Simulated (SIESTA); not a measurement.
Runs of SIESTA 5.4.2 on NbTe. Symmetry: P-6m2, No. 187, hexagonal system. The conventional cell has a = 3.703 Å, b = 3.703 Å, c = 3.694 Å, α = 90.00°, β = 90.00°, γ = 120.00°. Te (site symmetry -6m2) is surrounded by 6 Nb at 2.83 Å. Around Nb (site symmetry -6m2) lie 6 Te at 2.83 Å. The cell comes from a database or a generator and needn't be the stable form of this composition.

| potentials or basis | gap on the mesh (eV) | pressure (GPa) |
| --- | --- | --- |
| PseudoDojo 0.4 standard (PBE files), DZ (energy shift 0.003 Ry; two zetas on semicore shells) | none | 1.8 |
| PseudoDojo 0.4 standard (PBE files), TZP (energy shift 0.003 Ry; two zetas on semicore shells) | none | 1.6 |
| PseudoDojo 0.4 standard (PBE files), TZDP (energy shift 0.003 Ry; two zetas on semicore shells) | none | (b) |
| PseudoDojo 0.4 standard (PBE files), SZP (energy shift 0.003 Ry) | none | (a) |
| PseudoDojo 0.4 standard (PBE files), DZDP (energy shift 0.003 Ry; two zetas on semicore shells) | none | 1.7 |

Alike in all rows: task single point; level PBE; no spin polarisation; cell as given; k mesh 8 × 8 × 7; smearing fermi-dirac 0.05 eV; grid cutoff 800 Ry; energy shift 0.003 Ry.

Q: Estimate the missing entries.

A: (a) 2.9; (b) 1.4.

Caveats: the basis of atomic orbitals isn't converged, which shifts pressures, moduli and gaps; the basis has no polarisation orbitals (some runs).

A k mesh can miss the band edges, and the runs leave out spin-orbit coupling on Nb, Te.

A gap of «none» marks a metal or a gap under the smearing width.
